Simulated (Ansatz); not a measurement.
Ag3Au: equation of state with PBEsol

The system is Ag3Au.

```
Au Ag
1.0
    -2.05950    2.05950    4.09760
     2.05950   -2.05950    4.09760
     2.05950    2.05950   -4.09760
Au Ag
1 3
Direct
  0.00000 0.00000 0.00000
  0.50000 0.50000 0.00000
  0.25000 0.75000 0.50000
  0.75000 0.25000 0.50000
```

The cell comes from a database or a generator and needn't be the stable form of this composition.

```yaml
Program: Ansatz 0.2.0
Task: equation of state
Functional: PBEsol
Potentials_or_basis: all-electron LAPW, scalar-relativistic
Basis_error_allowed: 0.001 eV/atom
k_mesh: 9 × 9 × 9
Occupations: fermi-dirac, width 0.05 eV
Spin: no spin polarisation
```

| Item | Value |
| --- | --- |
| Equilibrium volume | 16.70 Å³/atom |
| Bulk modulus at fixed shape and positions | 134 GPa |
| Pressure derivative of the bulk modulus | 5.9 |

Energy against volume, from the lowest point:
```
volume (Å³/atom)  energy (meV/atom)
          16.337               3.49
          16.685               0.00
          17.033               2.58
          17.380              10.44
          17.728              22.87
          18.075              39.23
          18.423              58.97
```

All runs of the series together: 6.7 min on 2 threads of AMD EPYC 7R43 64-Core Processor (Zen 3), with other jobs on the host.

Caveat: the cell was scaled at fixed shape and fractional positions, which overstates the stiffness of a crystal with free parameters, most of all of layers and chains. Spin-orbit coupling is left out, which matters for the levels of Au.
